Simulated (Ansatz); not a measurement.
**AlGe (quartet): the correlation ladder at distance Ge1–Al2 = 4.594 Å, aug-cc-pVDZ**

The task here is to estimate one member of a computed series from the others.

The runs use Ansatz 0.2.0, Gaussian basis; aug-cc-pVDZ, core rule «outside noble gas», up to 19 orbitals frozen.

The runs, in order: UHF; CCSD(T) on ROHF; CCSD(T) on UHF; BCCD(T) on ROHF; CISD; CCSDT(Q) on ROHF; CCSDT(Q) on UHF; CISDTQ; CCSDTQ on ROHF; CCSDTQ on UHF; CASSCF and MRCISD+Q, 5 electrons in 5 orbitals; CASSCF and NEVPT2, 5 electrons in 5 orbitals; CASSCF and MRCISD+Q, 7 electrons in 8 orbitals; CASSCF and MRCISD+Q(relaxed), 7 electrons in 8 orbitals; CASSCF and NEVPT2, 7 electrons in 8 orbitals; Full CI.

## The geometry

The geometry derives from a PBE0/def2-TZVP stationary point (not a proven minimum). One bond is set to the value named and the two fragments are kept rigid. No spin-orbit coupling is included. The filled d shell of Ge may be among the frozen orbitals whatever the setting's name suggests; the logs give the count.

2 atoms, charge 0, spin multiplicity 4.

Atoms are counted from 1 here; the program's logs count them from 0.

No contacts short enough for the rule that draws bonds.

The first run:

Contents of in.yaml:

```yaml
crystal:
  periodic: [false, false, false]
  atoms:
    - {symbol: Ge, position_ang: [0.000000, 0.000000, 0.000000]}
    - {symbol: Al, position_ang: [0.000000, 0.000000, 4.594000]}
basis:
  gaussian: {orbitals: aug-cc-pVDZ}
magnetization: {spin_polarized: true, initial_magnetization: 3}
hamiltonian: {xc: hf}
output: {orbitals: {seedname: orbitals}}
```

Started as:

```bash
ansatz run in.yaml --threads 1 --pin off --events-out ev --progress --plain --max-ram 3956MiB --backend cpu
```

Steps of the session up to this table: UHF; CCSD(T) on ROHF; CCSD(T) on UHF; BCCD(T) on ROHF; CISD; CCSDT(Q) on ROHF; CCSDT(Q) on UHF; CISDTQ; CCSDTQ on ROHF; CCSDTQ on UHF; CASSCF and MRCISD+Q, 5 electrons in 5 orbitals; CASSCF and NEVPT2, 5 electrons in 5 orbitals; CASSCF and MRCISD+Q, 7 electrons in 8 orbitals; CASSCF and MRCISD+Q(relaxed), 7 electrons in 8 orbitals; CASSCF and NEVPT2, 7 electrons in 8 orbitals; Full CI.

One table of the session follows, with a row left open; its other results are not shown here.

```
   method  from FCI (kJ/mol)
     ROHF             +314.4
      UHF             +297.1
     RMP2             +100.3
     UMP2             +100.4
     CISD              +32.1
    RCCSD              +14.7
    UCCSD              +13.3
 RCCSD(T)               +7.9
 UCCSD(T)               +7.2
  BCCD(T)               +8.0
   RCCSDT               +2.3
   UCCSDT               +1.8
   CISDTQ               +2.0
RCCSDT(Q)               +0.7
UCCSDT(Q)               +0.4
  RCCSDTQ                  ?
  UCCSDTQ               -0.6
      FCI                  0
```

Q: Estimate the row for RCCSDTQ from the others.

As computed: from FCI (kJ/mol): +0.1. In the column «from FCI (kJ/mol)» it lies between FCI (0) and UCCSDT(Q) (+0.4).

To keep in mind: Left out of the table: CASSCF pair, NEVPT2 pair, MRCISD pair, MRCISD+Q pair, CASSCF valence, NEVPT2 valence, MRCISD valence, MRCISD+Q valence (the active space lost an orbital or holds another state than full CI finds). Left out of the table: MRCISD+Q(relaxed) valence (another determinant or state than the rows shown). UCCSDTQ falls below full CI: unrestricted runs freeze a spin-polarised core, another one than full CI's, and coupled cluster isn't variational. Levels on UHF freeze UHF's core orbitals, full CI those of ROHF, so the U rows can settle a little off it for that reason alone. Restricted and unrestricted rows rest on different reference determinants; where their highest levels disagree by more than a few hundredths of an eV, they describe different states and don't form one ladder. Warnings in the runs' records: passed over end.
